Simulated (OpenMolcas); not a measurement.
# Tc⁴⁺ among point charges: CASSCF and CASPT2 levels and susceptibility

Aim: the splitting of the states of Tc⁴⁺ in the field of 3 point charges, its lowest levels with spin-orbit coupling and its magnetic susceptibility.

The numbers are computed with OpenMolcas 26.06 (state-averaged CASSCF and CASPT2, spin-orbit coupling by RASSI with atomic mean-field integrals), except any that are marked as measured or tabulated.

**1. Starting point**

```
Species                           : Tc⁴⁺ (technetium, Z = 43, 39 electrons)
Basis                             : ANO-RCC-VTZP [7s6p4d2f1g], 68 functions
Scalar Hamiltonian                : DKH2, point nucleus
Inactive shells                   : 1s 2s 2p 3s 3p 3d 4s 4p
Active space                      : 3 electrons in 5 orbitals (4d)
Some configurations of this space : 4d3
Orbitals                          : optimised for each spin and parity, averaged over all roots
```

The outer shells:

4d3
```
4d [↑ ][↑ ][↑ ][  ][  ]
```

The ion sits among 3 point charges of -1 e arranged as a planar triangle (D3h), 1.92 Å from the ion.

Each step is its own input file, run in one work folder so that later steps find the files of earlier ones. Labels, J, g values, rates, χT and fits are worked out afterwards by a script from the matrices that RASSI stores.

**2. Basis and integrals**

The input, a.inp:

```
&GATEWAY
Coord
1

Tc 0.0 0.0 0.0
Basis=ANO-RCC-VTZP
Group=NoSym
NoMove
AngMom=0.0 0.0 0.0
AMFI
XField
3 Angstrom 0
1.920000 0.000000 0.000000 -1.000000
-0.960000 1.662769 0.000000 -1.000000
-0.960000 -1.662769 0.000000 -1.000000
&SEWARD
```

Started as:

```sh
OMP_NUM_THREADS=1 MOLCAS_MEM=1689 MOLCAS_PROJECT=a pymolcas a.inp > a.log
```

**3. Reference wave functions, quartets, 10 roots**

The input, a.inp:

```
&RASSCF
FileOrb=start.orb
Symmetry=1
Spin=4
nActEl=3 0 0
Inactive=18
Ras2=5
CIRoot=10 10 1
SDav=10
CIMx=300
Iter=120 100
PrWF=0.3
OrbListing=Nothing
MaxOrb=0
>>> COPY $Project.JobIph JOB001
```

start.orb holds the contracted functions of the basis, ordered by shell, or the orbitals of the step before.

**4. CASSCF: doublets, 40 roots**

The input, a.inp:

```
&RASSCF
FileOrb=start.orb
Symmetry=1
Spin=2
nActEl=3 0 0
Inactive=18
Ras2=5
CIRoot=40 40 1
SDav=40
CIMx=300
Iter=120 100
PrWF=0.3
OrbListing=Nothing
MaxOrb=0
>>> COPY $Project.JobIph JOB002
```

**5. RASSI: spin-orbit coupling between the states**

The input, a.inp:

```
&RASSI
NrOfJobIphs=2 10 40
1 2 3 4 5 6 7 8 9 10
1 2 3 4 5 6 7 8 9 10 11 12 13 14 15 16 17 18 19 20 21 22 23 24 25 26 27
28 29 30 31 32 33 34 35 36 37 38 39 40
IphNames
JOB001
JOB002
EJob
SpinOrbit
DIPRint=1.0
SOCoupling=1000.0
Subsets=2
Property=9
'ANGMOM' 1 'ANGMOM' 2 'ANGMOM' 3 'MLTPL  1' 1 'MLTPL  1' 2 'MLTPL  1' 3
'AMFI' 1 'AMFI' 2 'AMFI' 3
SOProperty=3
'ANGMOM' 1 'ANGMOM' 2 'ANGMOM' 3
```

**6. CASPT2: IPEA 0.25, imaginary shift 0.1 (closed shells correlated: 4s 4p)**

The input, a.inp:

```
>>> COPY JOB001 $Project.JobIph
&CASPT2
Multistate=10 1 2 3 4 5 6 7 8 9 10
NoMult
Frozen=14
IPEA=0.25
Imaginary=0.1
MaxIter=60
WThr=0.0 0.3 0.05
PrWF=0.5
NoMix
>>> COPY JOB002 $Project.JobIph
&CASPT2
Multistate=40 1 2 3 4 5 6 7 8 9 10 11 12 13 14 15 16 17 18 19 20 21 22
23 24 25 26 27 28 29 30 31 32 33 34 35 36 37 38 39 40
NoMult
Frozen=14
IPEA=0.25
Imaginary=0.1
MaxIter=60
WThr=0.0 0.3 0.05
PrWF=0.5
NoMix
```

(Steps that only read results are left out.)

Q: Predict the outcome of this session. Wanted: spin-free ground state; first state of the same spin within the active space; lowest level; next level.

As calculated:

| quantity | value |
| --- | --- |
| method | SS-CASPT2, IPEA 0.25, imaginary shift 0.1 (closed shells correlated: 4s 4p) |
| spin-free ground state | 4A2, 1-fold in its orbital part |
| first state of the same spin within the active space | 4A2 at 99.7 cm⁻¹ |
| lowest level | 2-fold E3/2, g = 0.00, 0.00, 0.25 |
| next level | 956.2 cm⁻¹ |
| χT at 300 K | 0.21 cm³ K/mol |
| effective moment at 300 K | 1.30 μB |

Cost by method:

```csv
method,time of its own steps,time with the reference
A. CASSCF,17 s,17 s
"B. SS-CASPT2, IPEA 0.25, imaginary shift 0.1, +4s 4p",22 s,39 s
```

Times are of one thread on a shared host.

**Reading.** The spin-free ground state (4A2) comes to 69 % from free-ion F terms and keeps the highest spin of the shell. χT at 300 K is 0.21, against 1.88 cm³ K/mol for the spin alone, so spin-orbit coupling lowers it. CASPT2 does not keep the components of a term degenerate, and the means are used. The field of point charges can differ much from that of real complexes. Point charges carry no covalency, so the field is a model and not that of real ligands.
